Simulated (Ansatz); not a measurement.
# Ag2PdO2 (Immm): one cell, many starting occupations (series 2), part 2 of 2

Aim: start the open shells of Ag2PdO2 (Immm) from different occupation matrices at one fixed cell, and see in which states the SCF ends. Cell and atoms stay fixed.

Ansatz 0.2.0; DFT r²SCAN+U (U_eff = 2.5 eV on Pd d), plane waves, PAW. The steps go on from the part before.

## Step 4: Random orbitals: single harmonics, first filling

Contents of input.yaml:

```yaml
crystal:
  lattice:
    - [-1.50401966, 2.27761949, 4.94884889]
    - [1.50401966, -2.27761949, 4.94884889]
    - [1.50401966, 2.27761949, -4.94884889]
  atoms:
    - { symbol: Ag, position: [0.35758, 0.35758, 0.0] }
    - { symbol: Ag, position: [0.64242, 0.64242, 0.0] }
    - { symbol: Pd, position: [0.0, 0.0, 0.0], spin: 2.0 }
    - { symbol: O, position: [0.8627, 0.3627, 0.5] }
    - { symbol: O, position: [0.1373, 0.6373, 0.5] }
basis:
  ecutwfc: 500
  ecutrho_ratio: 4
kpoints:
  mp_grid: { grid: [7, 7, 7] }
hamiltonian:
  xc: r2scan
  hubbard:
    sites:
      - { site: 2, l: d, u_eff: 2.5, starting_ns: [{ spin: up, occupation_matrix: s2up }, { spin: down, occupation_matrix: s2down }] }
    occupation_matrices:
      s2up:
        matrix:
          - [0.97, 0.0, 0.0, 0.0, 0.0]
          - [0.0, 0.97, 0.0, 0.0, 0.0]
          - [0.0, 0.0, 0.97, 0.0, 0.0]
          - [0.0, 0.0, 0.0, 0.97, 0.0]
          - [0.0, 0.0, 0.0, 0.0, 0.97]
      s2down:
        matrix:
          - [0.97, 0.0, 0.0, 0.0, 0.0]
          - [0.0, 0.02, 0.0, 0.0, 0.0]
          - [0.0, 0.0, 0.97, 0.0, 0.0]
          - [0.0, 0.0, 0.0, 0.97, 0.0]
          - [0.0, 0.0, 0.0, 0.0, 0.02]
    ns_hold: { iters: 12 }
scf:
  occupations: { method: gaussian, width: 0.05 }
  lower_state_search: "off"
  max_iter: 150
output:
  forces: true
  stress: true
  eigenvalues: true
  populations: true
  hubbard: { sites: [{ site: 2, l: d }] }
magnetization:
  spin_polarized: true
```

The typed matrices put 0.97 on the chosen orbitals and 0.02 on the others, and are held for 12 cycles.

Command:

```sh
ansatz run input.yaml --threads 4 --pin off --max-ram 6144MiB --backend cpu --events-out ev --progress --plain --runs-dir out
```

Log, cut to the lines that bear on the results:

```text
Warning: RAYON_NUM_THREADS=4 ignored (pool sized by the plan → 4); use --threads N
[...]
Ag: projections on atomic orbitals take those of the free atom [Ar 3d10] 4s2 4p6 4d10 5s1, of charge +0.00 (hamiltonian.pseudopotentials.projection_atoms); the dataset's partial waves leave at most 1.2e-5 of an orbital's norm unspanned inside its sphere
Pd: projections on atomic orbitals take those of the free atom [Ar 3d10] 4s2 4p6 4d10, of charge +0.00 (hamiltonian.pseudopotentials.projection_atoms); the dataset's partial waves leave at most 1.0e-5 of an orbital's norm unspanned inside its sphere
O: projections on atomic orbitals take those of the free atom [He] 2s2 2p4, of charge +0.00 (hamiltonian.pseudopotentials.projection_atoms); the dataset's partial waves leave at most 1.9e-8 of an orbital's norm unspanned inside its sphere
[...]
Pseudopotentials: kind: paw
Pseudopotential: Ag, paw, valence charge 19, recommended cutoff 500 eV (meta_gga), Ag.paw.azcp
Pseudopotential: Pd, paw, valence charge 18, recommended cutoff 500 eV (meta_gga), Pd.paw.azcp
[...]
WARN: the starting moments were not kept: the SCF closed with an absolute magnetisation of 2.4e-5 μB, where they sum to 2 μB in size (1 site). That is at most 0.1 of that sum. Measured as dr2_m measures the in/out step, that magnetisation stands 2.2e-10 eV from none, at or under the [...]
Occupation matrices written to <dir>
--- Löwdin populations: 5 sites ---
  site symbol       q [e]    m [muB]
     0     Ag     18.4525     0.0000
     1     Ag     18.4525     0.0000
     2     Pd     16.7508     0.0000
     3      O      6.9683    -0.0000
     4      O      6.9683    -0.0000
  spilling = 0.005994 (of n_electrons = 68.000000)
--- Occupation matrices: 1 shell (run DFT+U table (all-electron-ortho-atomic); ε = 9.38e-4) ---
  Pd2 d_4D: site group D2h (mmm)
  Pd2 d_4D up     Tr n = 4.3763  λ = 0.491 0.902 0.991 0.996 0.997  [xz 1.00 B2g(1.00) | x2-y2 0.83 Ag(1.00) | z2 0.83 Ag(1.00) | xy 1.00 B1g(1.00) | yz 1.00 B3g(1.00)]
  Pd2 d_4D dn     Tr n = 4.3763  λ = 0.491 0.902 0.991 0.996 0.997  [xz 1.00 B2g(1.00) | x2-y2 0.83 Ag(1.00) | z2 0.83 Ag(1.00) | xy 1.00 B1g(1.00) | yz 1.00 B3g(1.00)]
  specified occupation → Pd2 d_4D up: matrix, ‖Δ‖_F = 0.4860, Tr Δ = +0.4737, displaced = 0.3105, d_λ = 0.4860; orbital distance = 0.0000
  specified occupation → Pd2 d_4D dn: matrix, ‖Δ‖_F = 1.0863, Tr Δ = -1.4263, displaced = 0.7811, d_λ = 1.0006; orbital distance = 1.4142
  Tr n, λ and their labels are of the run-group-symmetrised matrices; stabiliser: 16 of 16 elements of G0×{1,Θ} (closed), max defect 1.1e-5 at τ = 2.0e-4
```

It took 26 s on 4 threads of Intel Xeon Platinum 8488C (Sapphire Rapids), shared host; peak memory 0.94 GiB.

Result: a gap on the mesh of 0.27 eV, pressure 1.8 GPa, no moment over 0.05 μB in any sphere, largest force component 0.48 eV/Å, 8 symmetry operations imposed. The program reports that the typed filling wasn't kept.

The shells' filling, with natural orbitals sorted by occupation:

```csv
shell,channel,electrons,over 0.8,0.2 to 0.8,under 0.2
Pd 4d (atom 3),up,4.38,4,1,0
Pd 4d (atom 3),down,4.38,4,1,0
```

## Step 5: Random orbitals: fully mixed, one electron more

Changes to input.yaml since step 4:

```diff
@@ -8,3 +8,3 @@
     - { symbol: Ag, position: [0.64242, 0.64242, 0.0] }
-    - { symbol: Pd, position: [0.0, 0.0, 0.0], spin: 2.0 }
+    - { symbol: Pd, position: [0.0, 0.0, 0.0], spin: 1.0 }
     - { symbol: O, position: [0.8627, 0.3627, 0.5] }
@@ -31,7 +31,7 @@
         matrix:
-          - [0.97, 0.0, 0.0, 0.0, 0.0]
-          - [0.0, 0.02, 0.0, 0.0, 0.0]
-          - [0.0, 0.0, 0.97, 0.0, 0.0]
-          - [0.0, 0.0, 0.0, 0.97, 0.0]
-          - [0.0, 0.0, 0.0, 0.0, 0.02]
+          - [0.879, 0.15559, -0.22017, -0.0411, 0.06165]
+          - [0.15559, 0.704, 0.37642, 0.07027, -0.1054]
+          - [-0.22017, 0.37642, 0.43733, -0.09943, 0.14915]
+          - [-0.0411, 0.07027, -0.09943, 0.95144, 0.02784]
+          - [0.06165, -0.1054, 0.14915, 0.02784, 0.92824]
     ns_hold: { iters: 12 }
```

The typed matrices put 0.97 on the chosen orbitals and 0.02 on the others, and are held for 12 cycles.

Command:

```sh
ansatz run input.yaml --threads 4 --pin off --max-ram 6144MiB --backend cpu --events-out ev --progress --plain --runs-dir out
```

Log, cut to the lines that bear on the results:

```text
Warning: crystal.symmetry: narrowed to the stabiliser of the occupation matrices — unitary ops 8 → 2; lowered by the specified shell (site 2, l: d); largest admitted image defect 4.4e-16, smallest excluded 4.4e-1 — at a splitting's scale: the group the occupation matrices' own texture admits
Warning: RAYON_NUM_THREADS=4 ignored (pool sized by the plan → 4); use --threads N
[...]
Ag: projections on atomic orbitals take those of the free atom [Ar 3d10] 4s2 4p6 4d10 5s1, of charge +0.00 (hamiltonian.pseudopotentials.projection_atoms); the dataset's partial waves leave at most 1.2e-5 of an orbital's norm unspanned inside its sphere
Pd: projections on atomic orbitals take those of the free atom [Ar 3d10] 4s2 4p6 4d10, of charge +0.00 (hamiltonian.pseudopotentials.projection_atoms); the dataset's partial waves leave at most 1.0e-5 of an orbital's norm unspanned inside its sphere
O: projections on atomic orbitals take those of the free atom [He] 2s2 2p4, of charge +0.00 (hamiltonian.pseudopotentials.projection_atoms); the dataset's partial waves leave at most 1.9e-8 of an orbital's norm unspanned inside its sphere
[...]
Pseudopotentials: kind: paw
[...]
WARN: the starting moments were not kept: the SCF closed with an absolute magnetisation of 9.0e-6 μB, where they sum to 1 μB in size (1 site). That is at most 0.1 of that sum. Measured as dr2_m measures the in/out step, that magnetisation stands 4.1e-11 eV from none, at or under the [...]
        0.000007      -0.809285       0.000006
       -0.000003       0.000008       3.196935
  P = ⅓ Tr σ = 1.7637 GPa (17.637 kbar)
--- Band table (eV; the first three rows and the last of 344) ---
[...]
Occupation matrices written to <dir>
--- Löwdin populations: 5 sites ---
  site symbol       q [e]    m [muB]
     0     Ag     18.4525    -0.0000
     1     Ag     18.4525    -0.0000
     2     Pd     16.7508    -0.0000
     3      O      6.9683     0.0000
     4      O      6.9683     0.0000
  spilling = 0.005994 (of n_electrons = 68.000000)
--- Occupation matrices: 1 shell (run DFT+U table (all-electron-ortho-atomic); ε = 6.02e-4) ---
  Pd2 d_4D: site group D2h (mmm)
  Pd2 d_4D up     Tr n = 4.3763  λ = 0.491 0.902 0.991 0.996 0.997  [xz 1.00 B2g(1.00) | x2-y2 0.83 Ag(1.00) | z2 0.83 Ag(1.00) | xy 1.00 B1g(1.00) | yz 1.00 B3g(1.00)]
  Pd2 d_4D dn     Tr n = 4.3763  λ = 0.491 0.902 0.991 0.996 0.997  [xz 1.00 B2g(1.00) | x2-y2 0.83 Ag(1.00) | z2 0.83 Ag(1.00) | xy 1.00 B1g(1.00) | yz 1.00 B3g(1.00)]
  specified occupation → Pd2 d_4D up: matrix, ‖Δ‖_F = 0.4860, Tr Δ = +0.4737, displaced = 0.3105, d_λ = 0.4860; orbital distance = 0.0000
  specified occupation → Pd2 d_4D dn: matrix, ‖Δ‖_F = 0.9530, Tr Δ = -0.4763, displaced = 0.6796, d_λ = 0.4775; orbital distance = 1.2000
  Tr n, λ and their labels are of the run-group-symmetrised matrices; stabiliser: 16 of 16 elements of G0×{1,Θ} (closed), max defect 7.9e-6 at τ = 1.3e-4
```

Run time: 63 s. Hardware: 4 threads of Intel Xeon Platinum 8488C (Sapphire Rapids), shared host; peak memory 1.6 GiB.

End state: a gap on the mesh of 0.27 eV, pressure 1.8 GPa, no moment over 0.05 μB in any sphere, largest force component 0.48 eV/Å, 2 symmetry operations imposed. The program reports that the typed filling wasn't kept.

How the shells are filled (orbitals counted by the eigenvalues of the occupation matrices):

```csv
shell,channel,electrons,over 0.8,0.2 to 0.8,under 0.2
Pd 4d (atom 3),up,4.38,4,1,0
Pd 4d (atom 3),down,4.38,4,1,0
```

## Step 6: Random orbitals: drawn by pairs, first filling

Changes to input.yaml since step 5:

```diff
@@ -8,3 +8,3 @@
     - { symbol: Ag, position: [0.64242, 0.64242, 0.0] }
-    - { symbol: Pd, position: [0.0, 0.0, 0.0], spin: 1.0 }
+    - { symbol: Pd, position: [0.0, 0.0, 0.0], spin: 2.0 }
     - { symbol: O, position: [0.8627, 0.3627, 0.5] }
@@ -31,8 +31,8 @@
         matrix:
-          - [0.879, 0.15559, -0.22017, -0.0411, 0.06165]
-          - [0.15559, 0.704, 0.37642, 0.07027, -0.1054]
-          - [-0.22017, 0.37642, 0.43733, -0.09943, 0.14915]
-          - [-0.0411, 0.07027, -0.09943, 0.95144, 0.02784]
-          - [0.06165, -0.1054, 0.14915, 0.02784, 0.92824]
-    ns_hold: { iters: 12 }
+          - [0.97, 0.0, 0.0, 0.0, 0.0]
+          - [0.0, 0.97, 0.0, 0.0, 0.0]
+          - [0.0, 0.0, 0.02, 0.0, 0.0]
+          - [0.0, 0.0, 0.0, 0.02, 0.0]
+          - [0.0, 0.0, 0.0, 0.0, 0.97]
+    ns_hold: until_converged
 scf:
```

The typed matrices put 0.97 on the chosen orbitals and 0.02 on the others, and are held until the SCF converges, then released.

Command:

```sh
ansatz run input.yaml --threads 4 --pin off --max-ram 6144MiB --backend cpu --events-out ev --progress --plain --runs-dir out
```

Log, cut to the lines that bear on the results:

```text
Warning: RAYON_NUM_THREADS=4 ignored (pool sized by the plan → 4); use --threads N
[...]
Ag: projections on atomic orbitals take those of the free atom [Ar 3d10] 4s2 4p6 4d10 5s1, of charge +0.00 (hamiltonian.pseudopotentials.projection_atoms); the dataset's partial waves leave at most 1.2e-5 of an orbital's norm unspanned inside its sphere
Pd: projections on atomic orbitals take those of the free atom [Ar 3d10] 4s2 4p6 4d10, of charge +0.00 (hamiltonian.pseudopotentials.projection_atoms); the dataset's partial waves leave at most 1.0e-5 of an orbital's norm unspanned inside its sphere
O: projections on atomic orbitals take those of the free atom [He] 2s2 2p4, of charge +0.00 (hamiltonian.pseudopotentials.projection_atoms); the dataset's partial waves leave at most 1.9e-8 of an orbital's norm unspanned inside its sphere
[...]
Pseudopotentials: kind: paw
Pseudopotential: Ag, paw, valence charge 19, recommended cutoff 500 eV (meta_gga), Ag.paw.azcp
Pseudopotential: Pd, paw, valence charge 18, recommended cutoff 500 eV (meta_gga), Pd.paw.azcp
[...]
WARN: the starting moments were not kept: the SCF closed with an absolute magnetisation of 1.3e-5 μB, where they sum to 2 μB in size (1 site). That is at most 0.1 of that sum. Measured as dr2_m measures the in/out step, that magnetisation stands 4.2e-11 eV from none, at or under the [...]
  P = ⅓ Tr σ = 1.7637 GPa (17.637 kbar)
--- Band table (eV; the first three rows and the last of 128) ---
[...]
Occupation matrices written to <dir>
--- Löwdin populations: 5 sites ---
  site symbol       q [e]    m [muB]
     0     Ag     18.4525    -0.0000
     1     Ag     18.4525    -0.0000
     2     Pd     16.7508    -0.0000
     3      O      6.9683     0.0000
     4      O      6.9683     0.0000
  spilling = 0.005994 (of n_electrons = 68.000000)
--- Occupation matrices: 1 shell (run DFT+U table (all-electron-ortho-atomic); ε = 7.03e-3) ---
  Pd2 d_4D: site group D2h (mmm)
  Pd2 d_4D up     Tr n = 4.3763  λ = 0.491 0.902 0.991 0.996 0.997  [xz 1.00 B2g(1.00) | x2-y2 0.83 Ag(1.00) | 3× yz 0.33 Ag(0.33)]
  Pd2 d_4D dn     Tr n = 4.3763  λ = 0.491 0.902 0.991 0.996 0.997  [xz 1.00 B2g(1.00) | x2-y2 0.83 Ag(1.00) | 3× yz 0.33 Ag(0.33)]
  specified occupation → Pd2 d_4D up: matrix, ‖Δ‖_F = 0.4860, Tr Δ = +0.4737, displaced = 0.3105, d_λ = 0.4860; orbital distance = 0.0000
  specified occupation → Pd2 d_4D dn: matrix, ‖Δ‖_F = 1.4114, Tr Δ = -1.4263, displaced = 1.1925, d_λ = 1.0006; orbital distance = 1.5299
  Tr n, λ and their labels are of the run-group-symmetrised matrices; stabiliser: 16 of 16 elements of G0×{1,Θ} (closed), max defect 3.3e-6 at τ = 1.5e-3
```

It took 42 s on 4 threads of Intel Xeon Platinum 8488C (Sapphire Rapids), shared host; peak memory 0.95 GiB.

End state: a gap on the mesh of 0.27 eV, pressure 1.8 GPa, no moment over 0.05 μB in any sphere, largest force component 0.48 eV/Å, 8 symmetry operations imposed. The program reports that the typed filling wasn't kept.

How the shells are filled (orbitals counted by the eigenvalues of the occupation matrices):

```csv
shell,channel,electrons,over 0.8,0.2 to 0.8,under 0.2
Pd 4d (atom 3),up,4.38,4,1,0
Pd 4d (atom 3),down,4.38,4,1,0
```

## Step 7: The states in order of energy

The summary covers parts 1 to 2.

Energies count from the lowest free state and have the smearing extrapolated to zero.

| start | energy (meV/atom) | gap (eV) | pressure (GPa) | largest moment (μB) | SCF cycles | time |
| --- | --- | --- | --- | --- | --- | --- |
| random orbitals: fully mixed, first filling | 0.0 | 0.27 | 1.8 | 0.00 | 24 | 53 s |
| random orbitals: drawn by pairs, first filling | 0.0 | 0.27 | 1.8 | 0.00 | 36 | 42 s |
| random orbitals: drawn by pairs, first filling (earlier series) | 0.0 | 0.27 | 1.8 | 0.00 | 30 | 38 s |
| random orbitals: fully mixed, one electron more | 0.0 | 0.27 | 1.8 | 0.00 | 29 | 63 s |
| random orbitals: single harmonics, first filling | 0.0 | 0.27 | 1.8 | 0.00 | 29 | 26 s |
| random orbitals: single harmonics, second filling | 0.0 | 0.27 | 1.8 | 0.00 | 24 | 21 s |

The 6 free runs end within about 1 meV/atom of each other. The lowest state found need not be the ground state, and the geometry wasn't relaxed for any of them.
